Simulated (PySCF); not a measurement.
# AlBr3 (aluminum bromide): the cost of one run

Computed with PySCF 2.14.0, with density-fitted response routines of our own, on a single molecule in the gas phase. Atoms are numbered from 0 throughout.

### 1 The molecule as given

4 atoms, charge 0, multiplicity 1; geometry from: GFN2-xTB. The atoms were then displaced at random by about 0.03 Å, so the start is not that level's minimum.

Bonds of the start (Å): Br0–Al1 2.22, Al1–Br2 2.20, Al1–Br3 2.26.

### 2 Optimising the geometry at PBE0-D3(BJ)/def2-SVP

Job settings and geometry (Å):

```
{"job": {"xc": "PBE0", "basis": "def2-SVP", "d3": "d3bj", "grid": 1, "shake": 0.03, "kind": "geom"}, "charge": 0, "multiplicity": 1}
Br    -1.773240    -1.361020     0.003760
Al    -0.010330    -0.013730    -0.018640
Br     1.984150    -0.948800    -0.027990
Br    -0.096810     2.242650    -0.033310
```

On the command line:

```
OMP_NUM_THREADS=1 python probes_run.py task.json out
```

The driver reads the jobs from task.json and runs them one after another.

Q: Estimate the wall time and peak memory of this first job on 1 thread of Intel Xeon Platinum 8488C, shared host.

About 59 s, with a peak of 0.49 GiB.
